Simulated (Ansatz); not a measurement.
**GaHCl radical: small, medium and large basis sets**

One table from this session's results is given with a row withheld; the runs are named, their logs left out.

Computed with Ansatz 0.2.0, Gaussian basis. Level: one geometry, several basis sets.

Plan: PBE0-D4/def2-SVP; ωB97M-V/def2-SVP; PBE0-D4/def2-QZVPP; ωB97M-V/def2-QZVPP; the functionals' def2-TZVPP values are taken from earlier runs.

## The geometry

An earlier PBE0-D4 in a triple-zeta def2 set relaxation fixed the geometry.

SMILES `[Cl][GaH]`, 3 atoms, charge 0, spin multiplicity 2.

Atoms are counted from 1 here; the program's logs count them from 0.

Bond lengths: Cl1–Ga2 2.168 Å, Ga2–H3 1.604 Å. Angles: Cl1–Ga2–H3 115.5°.

Set-up of the first run:

File in.yaml:

```yaml
crystal:
  periodic: [false, false, false]
  atoms:
    - {symbol: Cl, position_ang: [1.530703, -0.191276, 0.805739]}
    - {symbol: Ga, position_ang: [-0.331077, -0.583482, -0.232784]}
    - {symbol: H, position_ang: [-1.210526, 0.709958, -0.586256]}
basis:
  gaussian: {orbitals: def2-SVP}
magnetization: {spin_polarized: true, initial_magnetization: 1}
hamiltonian: {xc: pbe0, dispersion: d4}
output: {orbitals: {seedname: orbitals}}
```

Among the steps run: PBE0-D4 in def2-SVP; ωB97M-V in def2-SVP; PBE0-D4 in def2-QZVPP; ωB97M-V in def2-QZVPP.

One table of the session follows, with a row left open; its other results are not shown here.

It belongs to the step «Density functionals: the series». 

```
functional       basis  HOMO (eV)  LUMO (eV)
   PBE0-D4    def2-SVP      -6.25      -3.06
   PBE0-D4  def2-TZVPP      -6.33      -3.13
   PBE0-D4  def2-QZVPP      -6.36      -3.16
   ωB97M-V    def2-SVP      -8.20      -1.37
   ωB97M-V  def2-TZVPP          ?          ?
   ωB97M-V  def2-QZVPP      -8.35      -1.55
```

Q: Estimate the row for ωB97M-V, def2-TZVPP from the others.

**Answer.** HOMO (eV): -8.30; LUMO (eV): -1.46. In the column «HOMO (eV)» it lies between ωB97M-V, def2-QZVPP (-8.35) and ωB97M-V, def2-SVP (-8.20).
